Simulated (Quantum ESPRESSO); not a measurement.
BiSbSe: phonons with PBE

The system is BiSbSe.

```xyz
3
Lattice="4.8166 0.0000 0.0000 -2.4083 4.1713 0.0000 0.0000 0.0000 4.7024" Properties=species:S:1:pos:R:3 pbc="T T T"
Sb    2.4083    1.3904    2.3512
Bi    0.0000    0.0000    0.0000
Se    0.0000    2.7809    2.3512
```

The cell was built by a generator and needn't be a form met in nature.

- Program: Quantum ESPRESSO 7.5
- Task: phonons
- Functional: PBE
- Potentials or basis: GBRV 1.5 PBE
- Cutoff: 612 eV
- Density cutoff: 4898 eV
- k mesh: 2 × 2 × 2, shifted
- Occupations: fermi-dirac, width 0.05 eV
- Spin: no spin polarisation
- Mixing beta: 0.5
- Most SCF iterations: 120
- SCF threshold: 6e-10 Ry

```
Relaxed volume                         : 27.61 Å³/atom
Relaxed cell                           : a = 4.847 Å, b = 4.847 Å, c = 4.072 Å, α = 90.00°, β = 90.00°, γ = 120.00°
Space group after relaxing (to 0.05 Å) : P-6m2 (No. 187)
Pressure after relaxing                : -0.1 GPa
Band gap on the k mesh                 : none (metal or under the smearing width)
Highest phonon frequency at Γ          : 156 cm⁻¹
Most unstable mode                     : 142i cm⁻¹
```

Step by step:
```
step  energy change (eV)  largest force (eV/Å)  pressure (GPa)  volume (Å³)
   1              0.0000                0.0000           -3.10        94.48
   2             -0.0578                0.0000           -2.76        92.99
   3             -0.1166                0.0000           -2.37        91.42
   4             -0.1950                0.0000           -1.77        89.22
   5             -0.2882                0.0000           -0.78        86.12
   6             -0.3558                0.0000            1.00        81.83
   7             -0.3595                0.0000            0.91        81.74
   8             -0.3635                0.0000            0.25        82.46
   9             -0.3638                0.0000            0.02        82.80
  10             -0.3638                0.0000            0.00        82.83
```

Final structure:
```
CELL_PARAMETERS angstrom
4.84680 0.00000 0.00000
-2.42340 4.19745 0.00000
0.00000 0.00000 4.07158
ATOMIC_POSITIONS crystal
Sb 0.66667 0.33333 0.50000
Bi 0.00000 0.00000 0.00000
Se 0.33333 0.66667 0.50000
```

Levels at points of the mesh, in eV from the Fermi level:
```
           k point  band 14  band 15  band 16  band 17  band 18  band 19  band 20  band 21  band 22  band 23
(0.00, 0.00, 0.25)    -4.58    -4.58    -3.61    -1.96    -1.96    -0.20     1.25     2.28     2.28     5.29
```

Phonon frequencies in cm⁻¹ (negative: imaginary):
| q point | frequencies |
| --- | --- |
| (0.000, 0.000, 0.000) | -142 -1 -1 1 46 46 69 156 156 |

Optical modes at Γ, degenerate ones joined:
```csv
cm⁻¹,components,symmetry,active in
142i,1,A''2,IR
46,2,E',IR and Raman
69,1,A''2,IR
156,2,E',IR and Raman
```

It took 5.2 min on 1 thread of AMD EPYC 9R45 96-Core Processor (Zen 5), on a shared host, peak memory 0.31 GiB.

Caveat: the k mesh is coarse (spacing up to 0.75 Å⁻¹), so the values aren't converged; the mesh is thin for the phonons of a metal; some modes are imaginary; the layers were relaxed without a dispersion term, so their spacing and the soft interlayer modes are unreliable; spin-orbit coupling is left out, which moves the levels of the heavy elements.
